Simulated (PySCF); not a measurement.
**La(NO3)3: forces at shaken geometries**

Aim: move all atoms of relaxed La(NO3)3 at random and read energies and forces. The structure is generated, not taken from experiment.

The runs use PySCF 2.14.0; PBE0, La lcecp-1-SVP with ECP46, O def2-SVP, N def2-SVP; scalar-relativistic core potentials, no spin–orbit coupling.

1 further run of the same task is left out (for a known fault of the program).

### 1 The system as given

13 atoms, charge 0, spin multiplicity 1.

Bond lengths: La1–O2 2.463 Å, La1–O3 2.463 Å, La1–N4 2.913 Å, La1–O6 2.463 Å, La1–O7 2.463 Å, La1–N8 2.913 Å, La1–O10 2.463 Å, La1–O11 2.463 Å, La1–N12 2.913 Å, O2–N4 1.278 Å, O3–N4 1.278 Å, N4–O5 1.182 Å, O6–N8 1.278 Å, O7–N8 1.278 Å, N8–O9 1.182 Å, O10–N12 1.278 Å, O11–N12 1.278 Å, N12–O13 1.183 Å. Angles: O2–La1–O3 51.6°, O2–La1–N4 25.8°, O2–La1–O6 102.7°, O2–La1–O7 132.3°, O2–La1–N8 119.7°, O2–La1–O10 102.7°, O2–La1–O11 120.6°, O2–La1–N12 113.9°, O3–La1–N4 25.8°, O3–La1–O6 120.6°, O3–La1–O7 102.7°, O3–La1–N8 113.9°, O3–La1–O10 132.3°, O3–La1–O11 102.7°, O3–La1–N12 119.7°, N4–La1–O6 113.9°, N4–La1–O7 119.7°, N4–La1–N8 120.0° and more.

Coordinates:

```csv
atom,x (Å),y (Å),z (Å)
La1,0.0000,0.0000,0.0000
O2,2.2173,-0.1292,1.0642
O3,2.2173,0.1291,-1.0642
N4,2.9132,0.0000,0.0000
O5,4.0957,0.0000,0.0000
O6,-0.9968,1.9848,1.0642
O7,-1.2205,1.8557,-1.0642
N8,-1.4566,2.5229,0.0000
O9,-2.0478,3.5470,0.0000
O10,-1.2205,-1.8556,1.0642
O11,-0.9968,-1.9848,-1.0642
N12,-1.4566,-2.5229,0.0000
O13,-2.0479,-3.5470,0.0000
```

Formal oxidation states: La +3. The 4f shell is empty and lies in the core potential. An earlier session relaxed this geometry at PBE0, La lcecp-1-SVP with ECP46, O def2-SVP, N def2-SVP (singlet, point group D3).

Its energy there is -871.242496 Eh.

### 2 Atoms moved at random, σ = 0.06 Å

Input file run.py (the lines that set the calculation):

```python
mol = gto.M(atom='''
La     0.05401     0.03160     0.02582
O      2.15308    -0.09922     1.03166
O      2.21000     0.10609    -1.10491
N      2.95041     0.09557     0.07686
O      4.08201     0.03966     0.07778
O     -0.91970     1.96606     1.09308
O     -1.24374     1.98807    -1.14101
N     -1.42890     2.47901     0.03059
O     -2.07842     3.63209    -0.01155
O     -1.22725    -1.99324     0.96666
O     -1.03659    -2.11448    -0.98427
N     -1.46550    -2.49902    -0.04383
O     -2.04943    -3.63220    -0.01688''',
    basis={'La': 'lcecp-1-SVP', 'O': 'def2-SVP', 'N': 'def2-SVP'},
    ecp={'La': 'lcecp-1-SVP'},
    charge=0, spin=0)
mf = dft.RKS(mol, xc='PBE0')
mf.grids.atom_grid = (50, 194)  # f atoms: unpruned, at least (60, 302)
mf = mf.density_fit()  # fitting sets: La AutoAux, O def2-universal-JKFIT, N def2-universal-JKFIT
mf.conv_tol = 1e-08; mf.max_cycle = 55
mf.kernel(dm0)  # dm0: the density of the relaxed state
```

Started as:

```sh
$ OMP_NUM_THREADS=4 python run.py
```

### 3 Atoms moved at random, σ = 0.1 Å

Input file run.py (the lines that set the calculation):

```python
mol = gto.M(atom='''
La    -0.23959    -0.02989    -0.07454
O      2.12689    -0.18534     1.03280
O      2.31328     0.12356    -1.07127
N      2.89532    -0.02927    -0.00106
O      4.16803     0.18424    -0.03387
O     -1.09589     1.99694     1.07406
O     -1.20281     1.85546    -1.02091
N     -1.48509     2.64829    -0.14880
O     -2.06094     3.51377    -0.04001
O     -1.23363    -1.77277     1.09388
O     -0.90195    -2.08283    -1.06761
N     -1.34775    -2.65559     0.15479
O     -1.93586    -3.56656     0.10254''',
    basis={'La': 'lcecp-1-SVP', 'O': 'def2-SVP', 'N': 'def2-SVP'},
    ecp={'La': 'lcecp-1-SVP'},
    charge=0, spin=0)
mf = dft.RKS(mol, xc='PBE0')
mf.grids.atom_grid = (50, 194)  # f atoms: unpruned, at least (60, 302)
mf = mf.density_fit()  # fitting sets: La AutoAux, O def2-universal-JKFIT, N def2-universal-JKFIT
mf.conv_tol = 1e-08; mf.max_cycle = 55
mf.kernel(dm0)  # dm0: the density of the relaxed state
```

### 4 Atoms moved at random, σ = 0.06 Å

Input file run.py (the lines that set the calculation):

```python
mol = gto.M(atom='''
La    -0.03304    -0.05316    -0.04779
O      2.21860    -0.12169     1.04846
O      2.21323     0.12496    -1.06419
N      2.86228    -0.01654    -0.06080
O      4.04042     0.06610     0.03456
O     -0.97092     1.95696     1.15231
O     -1.19386     1.79166    -1.07796
N     -1.38739     2.49120    -0.03426
O     -2.00533     3.56625     0.00222
O     -1.30328    -1.88255     1.12586
O     -1.06311    -1.91151    -1.10638
N     -1.42071    -2.54245     0.04115
O     -1.95689    -3.46923    -0.01317''',
    basis={'La': 'lcecp-1-SVP', 'O': 'def2-SVP', 'N': 'def2-SVP'},
    ecp={'La': 'lcecp-1-SVP'},
    charge=0, spin=0)
mf = dft.RKS(mol, xc='PBE0')
mf.grids.atom_grid = (50, 194)  # f atoms: unpruned, at least (60, 302)
mf = mf.density_fit()  # fitting sets: La AutoAux, O def2-universal-JKFIT, N def2-universal-JKFIT
mf.conv_tol = 1e-08; mf.max_cycle = 55
mf.kernel(dm0)  # dm0: the density of the relaxed state
```

Before running it: what results should come out? Wanted: for each run, σ; energy rise; harmonic estimate −½ F·u; largest force component.

The runs gave:

| σ (Å) | energy rise (eV) | harmonic estimate −½ F·u (eV) | largest force component (eV/Å) |
| --- | --- | --- | --- |
| 0.06 | 3.543 | 3.722 | 14.79 |
| 0.1 | 3.996 | 4.018 | 16.85 |
| 0.06 | 1.616 | 1.683 | 12.96 |

Every displacement raises the energy. For a harmonic well the rise equals −½ F·u; the two differ by at most 5 % here (a move with σ = 0.06 Å), from anharmonicity, the grid and the small forces left at the relaxed point. The bases are small and lack diffuse functions. Spin–orbit coupling is left out.
